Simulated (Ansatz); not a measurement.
# C₂H₄OSi: a ladder of functionals and wavefunction methods

An exercise on one series of results from a longer session: the logs are not shown, and one member is left open.

The runs use Ansatz 0.2.0, Gaussian basis; functionals in def2-TZVPP, the program's frozen cores in correlated methods.

Plan: LDA (SPW92), PBE-D4, revPBE-D4, BLYP-D4, r2SCAN-D4, B97M-V, PBE0-D4, B3LYP-D4, r2SCANh-D4, r2SCAN0-D4, HSE06-D4, BHLYP-D4, CAM-B3LYP-D4, LC-ωPBE, ωB97X-V, ωB97M-V, B2PLYP, PBE-QIDH; CCSD(T)/def2-SVP; CCSD(T)/def2-TZVPP; MP2/def2-QZVPP; extrapolation to the limit; RPA on PBE.

### The geometry

All runs share one geometry, relaxed beforehand with PBE0-D4 in a triple-zeta def2 set.

8 atoms, charge 0, spin multiplicity 1.

Atoms are counted from 1 here; the program's logs count them from 0.

Bond lengths: C1–C2 1.207 Å, C1–H5 1.066 Å, C2–Si3 1.828 Å, Si3–O4 1.641 Å, Si3–H6 1.485 Å, Si3–H7 1.478 Å, O4–H8 0.958 Å. Angles: C2–C1–H5 179.7°, C1–C2–Si3 179.2°, C2–Si3–O4 111.3°, C2–Si3–H6 107.0°, C2–Si3–H7 109.8°, O4–Si3–H6 112.0°, O4–Si3–H7 106.1°, H6–Si3–H7 110.7°, Si3–O4–H8 117.8°.

Set-up of the first run:

File in.yaml:

```yaml
crystal:
  periodic: [false, false, false]
  atoms:
    - {symbol: C, position_ang: [-0.444653, 0.581800, -2.035270]}
    - {symbol: C, position_ang: [-0.112393, 0.402995, -0.889171]}
    - {symbol: Si, position_ang: [0.367198, 0.128667, 0.853578]}
    - {symbol: O, position_ang: [0.305919, -1.464254, 1.245184]}
    - {symbol: H, position_ang: [-0.733347, 0.741819, -3.049151]}
    - {symbol: H, position_ang: [-0.551107, 0.941708, 1.690453]}
    - {symbol: H, position_ang: [1.769296, 0.547215, 1.058494]}
    - {symbol: H, position_ang: [-0.508714, -1.937151, 1.070084]}
basis:
  gaussian: {orbitals: def2-TZVPP}
hamiltonian: {xc: lda}
output: {orbitals: {seedname: orbitals}}
```

Run with:

```
$ ansatz run in.yaml --threads 2 --pin off --events-out ev --progress --plain --max-ram 4352MiB
```

Among the steps run: LDA; PBE-D4 (GGA); revPBE-D4 (GGA); BLYP-D4 (GGA); r2SCAN-D4 (meta-GGA); B97M-V (meta-GGA); PBE0-D4 (hybrid); B3LYP-D4 (hybrid); r2SCANh-D4 (hybrid); r2SCAN0-D4 (hybrid); HSE06-D4 (hybrid); BHLYP-D4 (hybrid); CAM-B3LYP-D4 (range-separated); LC-ωPBE (range-separated); ωB97X-V (range-separated); ωB97M-V (range-separated); B2PLYP (double hybrid); PBE-QIDH (double hybrid).

One of the session's tables, all rows but one given; the rest of the session is left out.

It belongs to the step «Orbital energies across the functionals». 

| functional | HOMO (eV) | gap (eV) |
| --- | --- | --- |
| LDA (SPW92) | -7.18 | 5.43 |
| PBE-D4 | -7.05 | 5.55 |
| revPBE-D4 | -7.00 | 5.60 |
| BLYP-D4 | -6.91 | 5.54 |
| r2SCAN-D4 | -7.31 | 6.11 |
| B97M-V | -7.33 | 6.06 |
| PBE0-D4 | -8.30 | 7.71 |
| B3LYP-D4 | -8.06 | 7.26 |
| r2SCANh-D4 | -7.78 | 6.90 |
| r2SCAN0-D4 | -8.47 | 8.07 |
| HSE06-D4 | ? | ? |
| BHLYP-D4 | -9.38 | 9.76 |
| CAM-B3LYP-D4 | -9.66 | 10.13 |
| LC-ωPBE | -11.09 | 12.74 |
| ωB97X-V | -10.68 | 12.22 |
| ωB97M-V | -10.54 | 11.84 |

Estimate the missing values for HSE06-D4.

**Answer.** HOMO (eV): -7.89; gap (eV): 6.93. In the column «HOMO (eV)» it lies between B3LYP-D4 (-8.06) and r2SCANh-D4 (-7.78).
